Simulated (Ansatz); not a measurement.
# C₂H₂ClGa: taking an electron away

Aim: the vertical ionisation energy of C₂H₂ClGa, as cation minus neutral at the neutral's geometry, on several levels, and how well −ε(HOMO) stands in for it.

Computed with Ansatz 0.2.0, Gaussian basis. Level: unrestricted cation, the program's frozen cores in correlated methods.

Levels to be run: UKS PBE-D4/def2-TZVPP; UKS r2SCAN-D4/def2-TZVPP; UKS PBE0-D4/def2-TZVPP; UKS B3LYP-D4/def2-TZVPP; UKS wB97X-V/def2-TZVPP; UKS wB97M-V/def2-TZVPP; UKS B2PLYP/def2-TZVPP; UHF-CCSD(T)/def2-TZVPP; UHF-MP2/def2-QZVPP; extrapolation to the limit; then −ε(HOMO) from the neutral's earlier runs with LDA (SPW92), PBE-D4, revPBE-D4, BLYP-D4, r2SCAN-D4, B97M-V, PBE0-D4, B3LYP-D4, r2SCANh-D4, r2SCAN0-D4, HSE06-D4, BHLYP-D4, CAM-B3LYP-D4, LC-ωPBE, ωB97X-V, ωB97M-V.

## (1) The relaxed structure

The geometry comes from an earlier relaxation with PBE0-D4 in a triple-zeta def2 set; it is a stationary point.

SMILES `C#[C][GaH][Cl]`, 6 atoms, charge 0, spin multiplicity 1.

Atoms are counted from 1 here; the program's logs count them from 0.

Bond lengths: C1–C2 1.208 Å, C1–H5 1.067 Å, C2–Ga3 1.900 Å, Ga3–Cl4 2.139 Å, Ga3–H6 1.547 Å. Angles: C2–C1–H5 179.8°, C1–C2–Ga3 179.1°, C2–Ga3–Cl4 115.4°, C2–Ga3–H6 126.7°, Cl4–Ga3–H6 117.8°.

Geometry (Å):

```mol
C2H2ClGa
  3D, bonds by distance, orders not assigned

  6  5  0  0  0  0  0  0  0  0999 V2000
    0.5778    1.0579   -1.4545 C   0  0
    0.2470    0.4125   -0.4887 C   0  0
   -0.2529   -0.5872    1.0480 Ga  0  0
   -1.7454   -2.0856    0.7241 Cl  0  0
    0.8671    1.6257   -2.3099 H   0  0
    0.3065   -0.4233    2.4811 H   0  0
  1  2  8  0
  2  3  8  0
  3  4  8  0
  1  5  8  0
  3  6  8  0
M  END
```

## (2) Cation, UKS PBE-D4/def2-TZVPP

Contents of in.yaml:

```yaml
crystal:
  periodic: [false, false, false]
  atoms:
    - {symbol: C, position_ang: [0.577755, 1.057949, -1.454518]}
    - {symbol: C, position_ang: [0.246995, 0.412488, -0.488723]}
    - {symbol: Ga, position_ang: [-0.252910, -0.587239, 1.047970]}
    - {symbol: Cl, position_ang: [-1.745394, -2.085552, 0.724139]}
    - {symbol: H, position_ang: [0.867065, 1.625680, -2.309923]}
    - {symbol: H, position_ang: [0.306488, -0.423316, 2.481054]}
basis:
  gaussian: {orbitals: def2-TZVPP}
total_charge: 1
magnetization: {spin_polarized: true, initial_magnetization: 1}
hamiltonian: {xc: pbe, dispersion: d4}
```

The runs that follow: Cation, UKS r2SCAN-D4/def2-TZVPP; Cation, UKS PBE0-D4/def2-TZVPP; Cation, UKS B3LYP-D4/def2-TZVPP; Cation, UKS wB97X-V/def2-TZVPP; Cation, UKS wB97M-V/def2-TZVPP; Cation, UKS B2PLYP (frozen core)/def2-TZVPP; Cation, UHF-CCSD(T)/def2-TZVPP; Cation, UHF-MP2/def2-QZVPP.

Before running them: what should the planned runs give, taken together? Wanted: ionisation energy, CCSD(T)/CBS; nearest functional by difference; nearest −ε(HOMO); −ε(HOMO) of PBE; T1 of the cation.

The runs gave:

| quantity | value |
| --- | --- |
| ionisation energy, CCSD(T)/CBS | 11.11 eV |
| nearest functional by difference | B2PLYP (-0.22 eV) |
| nearest −ε(HOMO) | LC-ωPBE (+0.19 eV) |
| −ε(HOMO) of PBE | 7.27 eV |
| T1 of the cation | 0.022 |

In words: By cation minus neutral, the functionals miss by 0.88 eV at most. The PBE orbital energy is 3.8 eV too small: a semilocal HOMO is no ionisation energy. Among orbital estimates LC-ωPBE comes nearest. Hartree-Fock falls 1.61 eV short, as the neutral has more correlation energy than the cation. Correlated methods include outer-core shells of Ga, which these sets cover unevenly. With outer-core shells in play the reference is unsure by up to some tenths of an eV, so close misses can't be ranked.
